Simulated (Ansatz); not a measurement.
What does this script print? It uses the Ansatz DFT code, driven from Python.

`cssrf3.py`
```python
import ansatz as az
import numpy as np

lattice = az.Lattice.of(
    (4.763247, 0.0, 0.0),
    (0.0, 4.763247, 0.0),
    (0.0, 0.0, 4.763247),
)
sites = [
    ("Cs", (0.0, 0.0, 0.0)),
    ("Sr", (0.5, 0.5, 0.5)),
    ("F", (0.0, 0.5, 0.5)),
    ("F", (0.5, 0.0, 0.5)),
    ("F", (0.5, 0.5, 0.0)),
]
cssrf3 = az.Crystal(lattice=lattice)
for symbol, position in sites:
    cssrf3 = cssrf3.atom(symbol, position)

base = (
    cssrf3.supercell(2, 1, 1).calculation()
    .pseudopotentials("paw")
    .basis(470)
    .functional(az.Functional.PBESOL)
    .kpoints(1, 2, 2)
    .occupations("fermi_dirac", width=0.1)
    .md("nvt_langevin", timestep=3.0, steps=25, temperature=2000, initial_velocities="maxwell_boltzmann", seed=403)
)
steps = []


def follow(event):
    if event["event"] != "md_step":
        return
    row = event["data"]
    steps.append(row)
    print(f"t = {row['time_fs']:6.1f} fs  E_pot = {row['lagrangian_ev']:.4f} eV  E_kin = {row['e_kin_ev']:.4f} eV  T = {row['temperature_k']:7.1f} K")


res = base.session().plan(threads=1).execute(on_event=follow)
summary = res.report

temperature = np.array([s["temperature_k"] for s in steps])
print(f"mean temperature of the second half {temperature[len(steps) // 2 :].mean():.1f} K")


print("last positions (A) and velocities (A/fs)")
for site, xyz, vel in zip(res.lattice.sites, steps[-1]["positions_ang"], steps[-1]["velocities_ang_fs"]):
    print(f"{site.symbol:2s}", " ".join(f"{v:8.4f}" for v in xyz), " ", " ".join(f"{v:9.5f}" for v in vel))
```

```console
$ python cssrf3.py
DeckWarning: md: disabling space-group detection — thermal motion breaks the input geometry's symmetry, so no spatial operation reduces the k-mesh or symmetrises the density; time reversal is kept, so that k and −k are solved as one point where they differ [...]
t =    0.0 fs  E_pot = -22975.9194 eV  E_kin = 2.3267 eV  T =  1800.0 K
t =    3.0 fs  E_pot = -22975.8985 eV  E_kin = 2.6744 eV  T =  2069.0 K
t =    6.0 fs  E_pot = -22975.8342 eV  E_kin = 2.5279 eV  T =  1955.7 K
t =    9.0 fs  E_pot = -22975.7422 eV  E_kin = 2.4275 eV  T =  1878.0 K
t =   12.0 fs  E_pot = -22975.6337 eV  E_kin = 2.3105 eV  T =  1787.4 K
t =   15.0 fs  E_pot = -22975.4987 eV  E_kin = 2.6722 eV  T =  2067.3 K
t =   18.0 fs  E_pot = -22975.3489 eV  E_kin = 2.2914 eV  T =  1772.7 K
t =   21.0 fs  E_pot = -22975.2093 eV  E_kin = 2.1562 eV  T =  1668.1 K
t =   24.0 fs  E_pot = -22975.1001 eV  E_kin = 1.8657 eV  T =  1443.4 K
t =   27.0 fs  E_pot = -22975.0391 eV  E_kin = 2.0200 eV  T =  1562.7 K
t =   30.0 fs  E_pot = -22975.0070 eV  E_kin = 1.8286 eV  T =  1414.7 K
t =   33.0 fs  E_pot = -22974.9805 eV  E_kin = 1.7143 eV  T =  1326.2 K
t =   36.0 fs  E_pot = -22974.9445 eV  E_kin = 1.4091 eV  T =  1090.1 K
t =   39.0 fs  E_pot = -22974.8853 eV  E_kin = 1.4718 eV  T =  1138.7 K
t =   42.0 fs  E_pot = -22974.7926 eV  E_kin = 1.4523 eV  T =  1123.6 K
t =   45.0 fs  E_pot = -22974.6797 eV  E_kin = 1.4908 eV  T =  1153.4 K
t =   48.0 fs  E_pot = -22974.5627 eV  E_kin = 1.7572 eV  T =  1359.4 K
t =   51.0 fs  E_pot = -22974.4612 eV  E_kin = 1.7790 eV  T =  1376.3 K
t =   54.0 fs  E_pot = -22974.3795 eV  E_kin = 1.7751 eV  T =  1373.2 K
t =   57.0 fs  E_pot = -22974.3102 eV  E_kin = 1.8047 eV  T =  1396.2 K
t =   60.0 fs  E_pot = -22974.2623 eV  E_kin = 2.1450 eV  T =  1659.4 K
t =   63.0 fs  E_pot = -22974.2349 eV  E_kin = 1.9626 eV  T =  1518.3 K
t =   66.0 fs  E_pot = -22974.2620 eV  E_kin = 2.0391 eV  T =  1577.5 K
t =   69.0 fs  E_pot = -22974.3152 eV  E_kin = 2.4786 eV  T =  1917.5 K
t =   72.0 fs  E_pot = -22974.3623 eV  E_kin = 3.0705 eV  T =  2375.4 K
t =   75.0 fs  E_pot = -22974.3903 eV  E_kin = 2.6727 eV  T =  2067.7 K
mean temperature of the second half 1541.3 K
last positions (A) and velocities (A/fs)
Cs  -0.1852  -0.1528  -0.1909    -0.00512  -0.00746  -0.00078
Sr   2.3356   2.1290   2.6357    -0.00181  -0.00251   0.00778
F    0.1915   2.8553   2.4313    -0.00943   0.02305  -0.00374
F    2.1931  -0.1685   3.7173    -0.01378  -0.00314  -0.00603
F    2.9305   2.4852   0.3849     0.00597  -0.01439   0.00409
Cs   4.5292   0.0796  -0.0325    -0.00232  -0.00014  -0.00025
Sr   6.8515   1.9641   2.2556    -0.00300  -0.00490  -0.00231
F    4.5800   2.2959   2.4568     0.00484  -0.00598   0.01076
F    6.7957  -0.4474   2.1422     0.00494  -0.00872  -0.00174
F    7.5773   2.0850  -0.2296     0.01136  -0.00132  -0.00776
```
(Warnings from the package without file and line, shortened.)

What to keep in mind:
- Absolute energies stand on the zero of these potentials, so only differences at equal settings mean something. A total without «per atom» is that of the cell as typed.
- The k-point mesh is coarse, and energy and stress weren't tested for convergence.
- The structure comes from a database of computed cells and needn't be a stable or known phase.
- A small cell, a coarse mesh and a very short run: it shows the set-up and gives no equilibrium averages.
- It ran for 2.5 min on 1 thread of Arm Neoverse N1 (shared host), peak memory 0.67 GiB.
